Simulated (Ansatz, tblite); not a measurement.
**The cluster P₂Au₁₃H₆+: rung by rung**

The task here is to estimate one member of a computed series from the others.

The runs use Ansatz 0.2.0, Gaussian basis; as each input shows.

Levels to be run: GFN1-xTB, GFN2-xTB, PBE-D4/def2-TZVP, r2SCAN-D4/def2-TZVP, r2SCANh-D4/def2-TZVP, B3LYP-D4/def2-TZVP, BHLYP-D4/def2-TZVP, PBE-D4/def2-SVP, PBE0-D4/def2-SVP, MP2/def2-SVP, RPA/def2-SVP.

## The relaxed structure

The singlet was relaxed beforehand with r2SCAN-D4/def2-SVP.

21 atoms, charge 1, spin multiplicity 1.

Bond lengths: Au1–Au4 2.662 Å, Au1–Au6 2.837 Å, Au1–Au8 2.906 Å, Au1–Au9 2.838 Å, Au1–Au12 2.661 Å, Au1–Au13 2.906 Å, Au2–Au3 2.946 Å, Au2–Au7 2.701 Å, Au2–Au9 3.184 Å, Au2–Au13 2.728 Å, Au2–P14 2.314 Å, Au3–Au7 3.118 Å, Au3–Au9 2.658 Å, Au3–Au10 2.698 Å, Au4–Au6 2.689 Å, Au4–Au8 2.856 Å, Au5–Au6 3.197 Å, Au5–Au8 2.727 Å and more. Angles: Au4–Au1–Au6 58.4°, Au4–Au1–Au8 61.5°, Au4–Au1–Au9 146.5°, Au4–Au1–Au12 152.9°, Au4–Au1–Au13 131.7°, Au6–Au1–Au8 60.6°, Au6–Au1–Au9 97.0°, Au6–Au1–Au12 146.5°, Au6–Au1–Au13 87.1°, Au8–Au1–Au9 87.2°, Au8–Au1–Au12 131.8°, Au8–Au1–Au13 131.9°, Au9–Au1–Au12 58.4°, Au9–Au1–Au13 60.7°, Au12–Au1–Au13 61.7°, Au3–Au2–Au7 66.9°, Au3–Au2–Au9 51.2°, Au3–Au2–Au13 103.6° and more.

Au takes a core potential in the def2 sets. No spin-orbit coupling is included. The ion is computed in the gas phase, without counter-ions or solvent.

PBE0-D4/def2-TZVP was run before; its log isn't repeated, and its numbers join the tables.

Set-up of the first run:

Tight binding, by tblite at 300 K electronic temperature and without a spin-polarisation term:

```python
tblite.interface.Calculator('GFN1-xTB', numbers, positions, charge=1, uhf=0).singlepoint()
```

Tight binding, by tblite at 300 K electronic temperature and without a spin-polarisation term:

```python
tblite.interface.Calculator('GFN2-xTB', numbers, positions, charge=1, uhf=0).singlepoint()
```

start.molden holds the orbitals of an earlier run on this state, given as this run's starting guess.

File in.yaml:

```yaml
crystal:
  periodic: [false, false, false]
  atoms:
    - {symbol: Au, position_ang: [-1.540279, -0.967439, -2.499044]}
    - {symbol: Au, position_ang: [3.066591, 0.641788, -1.543875]}
    - {symbol: Au, position_ang: [2.341486, -1.058893, 0.749189]}
    - {symbol: Au, position_ang: [-4.058380, -0.271553, -1.989250]}
    - {symbol: Au, position_ang: [-2.597465, -0.374297, 2.328263]}
    - {symbol: Au, position_ang: [-2.174442, 0.981023, -0.536488]}
    - {symbol: Au, position_ang: [0.659739, 1.258919, -0.483958]}
    - {symbol: Au, position_ang: [-2.729420, -1.812071, 0.014800]}
    - {symbol: Au, position_ang: [0.964898, -1.746498, -1.417550]}
    - {symbol: Au, position_ang: [-0.341892, -1.085970, 1.027058]}
    - {symbol: Au, position_ang: [-0.915566, 1.938979, 1.596863]}
    - {symbol: Au, position_ang: [0.357375, -2.054585, -4.015716]}
    - {symbol: Au, position_ang: [0.822172, 0.616712, -3.094978]}
    - {symbol: P, position_ang: [5.357175, 0.501297, -1.838070]}
    - {symbol: P, position_ang: [-4.013584, 0.342986, 4.012424]}
    - {symbol: H, position_ang: [6.084629, -0.542804, -1.214525]}
    - {symbol: H, position_ang: [5.823865, 0.366919, -3.168919]}
    - {symbol: H, position_ang: [6.116691, 1.620500, -1.417785]}
    - {symbol: H, position_ang: [-4.563446, 1.647213, 3.943495]}
    - {symbol: H, position_ang: [-5.191299, -0.413289, 4.230106]}
    - {symbol: H, position_ang: [-3.484648, 0.364662, 5.326659]}
basis:
  gaussian: {orbitals: def2-TZVP, fitting: {mean_field: def2-universal-jkfit}, initial_orbitals: start.molden}
total_charge: 1
hamiltonian: {xc: pbe, dispersion: d4}
scf: {omitted_lower_state_checks: [starts]}
output: {forces: true, orbitals: {seedname: orbitals}}
```

On the command line:

```console
> ansatz run in.yaml --threads 2 --pin off --events-out ev --progress --plain --max-ram 32768MiB --backend cuda --devices 0, --max-vram 18GiB
```

Steps of the session up to this table: PBE-D4/def2-TZVP; r2SCAN-D4/def2-TZVP; r2SCANh-D4/def2-TZVP; B3LYP-D4/def2-TZVP; BHLYP-D4/def2-TZVP; PBE-D4/def2-SVP; PBE0-D4/def2-SVP; MP2/def2-SVP; RPA/def2-SVP.

One table of the session follows, with a row left open; its other results are not shown here.

| level | HOMO (eV) | LUMO (eV) | gap (eV) |
| --- | --- | --- | --- |
| PBE-D4/def2-SVP | ? | ? | ? |
| PBE-D4/def2-TZVP | -7.84 | -6.84 | 1.00 |
| r2SCAN-D4/def2-TZVP | -7.86 | -6.72 | 1.15 |
| r2SCANh-D4/def2-TZVP | -8.05 | -6.47 | 1.58 |
| B3LYP-D4/def2-TZVP | -8.21 | -6.35 | 1.86 |
| PBE0-D4/def2-SVP | -8.21 | -6.09 | 2.12 |
| PBE0-D4/def2-TZVP | -8.24 | -6.15 | 2.10 |
| BHLYP-D4/def2-TZVP | -8.52 | -5.37 | 3.16 |

**Question.** Estimate the row for PBE-D4/def2-SVP.

As computed: HOMO (eV): -7.79; LUMO (eV): -6.76; gap (eV): 1.03. In the column «HOMO (eV)» it is the highest.
